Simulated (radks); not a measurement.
**The Coulomb parameter U of the 4d shell of Zr²⁺**

The task here is to estimate one member of a computed series from the others.

The numbers are computed with radks (a radial shooting solver on a logarithmic mesh, Libxc functionals) version 1 (Dirac Kohn-Sham, PBE, spin-unpolarised, spherical densities, point nucleus; open shells are shared between the two j in proportion to 2j + 1), except any that are marked as measured or tabulated.

## The atom as given

```
element       : zirconium (Z = 40)
charge        : +2
electrons     : 38
configuration : [Kr] 4d1 5p1
```

The outer shells:

Zr²⁺
```
[Kr] core
4d [↑ ][  ][  ][  ][  ]
5p [↑ ][  ][  ]
```

The first run:

Input:

```text
Z 40
configuration [Kr] 4d1 5p1
relativity Dirac
functional pbe,pbe
spin unpolarised
j_filling average
nucleus point
c 137.035999084
```

Among the steps run: Start: [Kr] 4d1 5p1.

One of the session's tables, all rows but one given; the rest of the session is left out.

Radial moments (bohr):

| level | <r> | outermost maximum (interpolated) | 90 % within | nodes |
| --- | --- | --- | --- | --- |
| 3d5/2 | 0.4539 | 0.349 | 0.730 | 0 |
| 4s1/2 | 1.204 | 1.08 | 1.75 | 3 |
| 4p1/2 | 1.327 | 1.16 | 1.96 | 2 |
| 4p3/2 | ? | ? | ? | ? |
| 4d3/2 | 1.892 | 1.50 | 2.96 | 1 |
| 4d5/2 | 1.905 | 1.52 | 2.98 | 1 |
| 5p1/2 | 3.618 | 3.28 | 5.21 | 3 |
| 5p3/2 | 3.676 | 3.34 | 5.29 | 3 |

Estimate the missing values for 4p3/2.

As computed: <r>: 1.355; outermost maximum (interpolated): 1.18; 90 % within: 2.00; nodes: 2. In the column «<r>» it lies between 4p1/2 (1.327) and 4d3/2 (1.892).
